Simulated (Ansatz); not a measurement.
# BGeH3 (triplet): the correlation ladder, cc-pVDZ

One table from this session's results is given with a row withheld; the runs are named, their logs left out.

The runs use Ansatz 0.2.0, Gaussian basis; cc-pVDZ, core rule «outside noble gas», up to 15 orbitals frozen.

The runs, in order: UHF; CCSD(T) on ROHF; CCSD(T) on UHF; BCCD(T) on ROHF; CISD; CCSDT(Q) on ROHF; CCSDT(Q) on UHF; CASSCF and NEVPT2, 10 electrons in 11 orbitals.

23 further runs of the same task are left out: 1 for a mislabelled method, 2 for a known fault of the program, 8 that didn't finish, 12 set aside as unsound or not needed.

**The system**

The geometry is a PBE0/def2-TZVP stationary point (not a proven minimum). No spin-orbit coupling is included. The filled d shell of Ge may be among the frozen orbitals whatever the setting's name suggests; the logs give the count.

5 atoms, charge 0, spin multiplicity 3.

Atoms are counted from 1 here; the program's logs count them from 0.

Bond lengths: Ge1–B2 2.042 Å, Ge1–H3 1.540 Å, Ge1–H4 1.541 Å, Ge1–H5 1.540 Å. Angles: B2–Ge1–H3 113.2°, B2–Ge1–H4 102.7°, B2–Ge1–H5 113.2°, H3–Ge1–H4 109.4°, H3–Ge1–H5 108.8°, H4–Ge1–H5 109.4°.

Set-up of the first run:

The input, in.yaml:

```yaml
crystal:
  periodic: [false, false, false]
  atoms:
    - {symbol: Ge, position_ang: [-0.001461, 0.000000, 0.237148]}
    - {symbol: B, position_ang: [0.029551, 0.000003, -1.804248]}
    - {symbol: H, position_ang: [0.648910, 1.252233, 0.854533]}
    - {symbol: H, position_ang: [-1.509666, -0.000094, 0.552300]}
    - {symbol: H, position_ang: [0.649065, -1.252153, 0.854532]}
basis:
  gaussian: {orbitals: cc-pVDZ}
magnetization: {spin_polarized: true, initial_magnetization: 2}
hamiltonian: {xc: hf}
output: {orbitals: {seedname: orbitals}}
```

On the command line:

```bash
> ansatz run in.yaml --threads 1 --pin off --events-out ev --progress --plain --max-ram 2393MiB
```

Among the steps run: UHF; CCSD(T) on ROHF; CCSD(T) on UHF; BCCD(T) on ROHF; CISD; CCSDT(Q) on ROHF; CCSDT(Q) on UHF; CASSCF and NEVPT2, 10 electrons in 11 orbitals.

One of the session's tables, all rows but one given; the rest of the session is left out.

| method | from UCCSDT(Q) (meV) |
| --- | --- |
| ROHF | +4887.6 |
| UHF | +4837.4 |
| RMP2 | +1190.5 |
| UMP2 | +1182.5 |
| CISD | +466.7 |
| RCCSD | +153.8 |
| UCCSD | +152.1 |
| RCCSD(T) | +36.3 |
| UCCSD(T) | +35.6 |
| BCCD(T) | +35.3 |
| RCCSDT | +5.3 |
| UCCSDT | +4.6 |
| RCCSDT(Q) | +0.8 |
| UCCSDT(Q) | 0 |
| CASSCF valence | +3020.0 |
| NEVPT2 valence | ? |

Q: Estimate the row for NEVPT2 valence from the others.

**Answer.** from UCCSDT(Q) (meV): +865.6. In the column «from UCCSDT(Q) (meV)» it lies between CISD (+466.7) and UMP2 (+1182.5).

With the free atoms at the same levels and basis (separate runs), the atomisation energy is 9.811 eV at UCCSDT(Q), 9.802 eV at RCCSD(T), 9.793 eV at UCCSD(T), 8.294 eV at ROHF.

To keep in mind: Restricted and unrestricted rows rest on different reference determinants; where their highest levels disagree by more than a few hundredths of an eV, they describe different states and don't form one ladder.
